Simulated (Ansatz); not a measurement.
# Cl2FGeH3OSi: small, medium and large basis sets

One table from this session's results is given with a row withheld; the runs are named, their logs left out.

The runs use Ansatz 0.2.0, Gaussian basis; one geometry, several basis sets.

Plan: PBE0-D4/def2-SVP; ωB97M-V/def2-SVP; PBE0-D4/def2-QZVPP; ωB97M-V/def2-QZVPP; the functionals' def2-TZVPP values are taken from earlier runs.

## The geometry

All runs share one geometry, relaxed beforehand with PBE0-D4 in a triple-zeta def2 set.

SMILES `F[Si](Cl)(Cl)[O][GeH3]`, 9 atoms, charge 0, spin multiplicity 1.

Atoms are counted from 1 here; the program's logs count them from 0.

Bond lengths: F1–Si2 1.575 Å, Si2–Cl3 2.029 Å, Si2–Cl4 2.028 Å, Si2–O5 1.591 Å, O5–Ge6 1.792 Å, Ge6–H7 1.533 Å, Ge6–H8 1.533 Å, Ge6–H9 1.529 Å. Angles: F1–Si2–Cl3 107.8°, F1–Si2–Cl4 107.8°, F1–Si2–O5 108.9°, Cl3–Si2–Cl4 108.9°, Cl3–Si2–O5 111.6°, Cl4–Si2–O5 111.7°, Si2–O5–Ge6 138.2°, O5–Ge6–H7 107.2°, O5–Ge6–H8 107.2°, O5–Ge6–H9 104.3°, H7–Ge6–H8 112.2°, H7–Ge6–H9 112.7°, H8–Ge6–H9 112.7°.

The first run:

Contents of in.yaml:

```yaml
crystal:
  periodic: [false, false, false]
  atoms:
    - {symbol: F, position_ang: [-2.452712, -0.514186, -1.348588]}
    - {symbol: Si, position_ang: [-0.893102, -0.432095, -1.141277]}
    - {symbol: Cl, position_ang: [-0.147837, 0.836624, -2.538163]}
    - {symbol: Cl, position_ang: [-0.128168, -2.283389, -1.459692]}
    - {symbol: O, position_ang: [-0.595002, 0.080552, 0.335568]}
    - {symbol: Ge, position_ang: [0.826138, 0.491349, 1.346566]}
    - {symbol: H, position_ang: [1.716922, -0.754979, 1.405998]}
    - {symbol: H, position_ang: [1.531826, 1.674780, 0.675072]}
    - {symbol: H, position_ang: [0.230435, 0.855045, 2.707317]}
basis:
  gaussian: {orbitals: def2-SVP}
hamiltonian: {xc: pbe0, dispersion: d4}
output: {orbitals: {seedname: orbitals}}
```

Among the steps run: PBE0-D4 in def2-SVP; ωB97M-V in def2-SVP; PBE0-D4 in def2-QZVPP; ωB97M-V in def2-QZVPP.

One of the session's tables, all rows but one given; the rest of the session is left out.

It belongs to the step «Functionals by basis». 

```
functional       basis  HOMO (eV)
   PBE0-D4    def2-SVP      -9.09
   PBE0-D4  def2-TZVPP      -9.21
   PBE0-D4  def2-QZVPP      -9.23
   ωB97M-V    def2-SVP     -11.31
   ωB97M-V  def2-TZVPP     -11.48
   ωB97M-V  def2-QZVPP          ?
```

**Question.** Estimate the row for ωB97M-V, def2-QZVPP.

The run gave: HOMO (eV): -11.52. In the column «HOMO (eV)» it is the lowest.
